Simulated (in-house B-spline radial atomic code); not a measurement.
**Rh: ionisation energy by several methods**

The task here is to estimate one member of a computed series from the others.

Method: non-relativistic, several functionals, spin-polarised; spherical all-electron atom at the radial basis limit. Code: in-house B-spline radial atomic code version 1.

**The atom as given**

| Property | Result |
| --- | --- |
| element | rhodium (Z = 45) |
| charge | 0 |
| electrons | 45 |
| configuration | [Kr] 4d8 5s1 |
| nucleus | point |

Outer shells as boxes (Hund's rule):

[Kr] 4d8 5s1
```
[Kr] core
4d [↑↓][↑↓][↑↓][↑ ][↑ ]
5s [↑ ]
```

Where spins are not typed, each open shell is filled with up spins first.

Set-up of the first run:

Settings of the run:

```ini
Z = 45
electrons = 45.0
configuration = [Kr] 4d8 5s1
hamiltonian = nr
method = lda,pw
spin_polarised = True
```

Among the steps run: LDA (PW92); revTPSS, a meta-GGA; PBEsol, a GGA; Hartree-Fock; SCAN, a meta-GGA; BP86, a GGA.

One table of the session follows, with a row left open; its other results are not shown here.

| method | ΔSCF (eV) |
| --- | --- |
| LDA (PW92) | 7.592 |
| PBEsol | 7.346 |
| BP86 | 7.483 |
| revTPSS | 7.096 |
| SCAN | 7.390 |
| Hartree-Fock | ? |

Estimate the missing values for Hartree-Fock.

As computed: ΔSCF (eV): 5.905. In the column «ΔSCF (eV)» it is the lowest.

Members of this set that are not shown: 12 used exact exchange with fractional occupations of an open shell, which is unsound here.

Limits of these values: These runs leave out relativity, which matters at this nuclear charge.
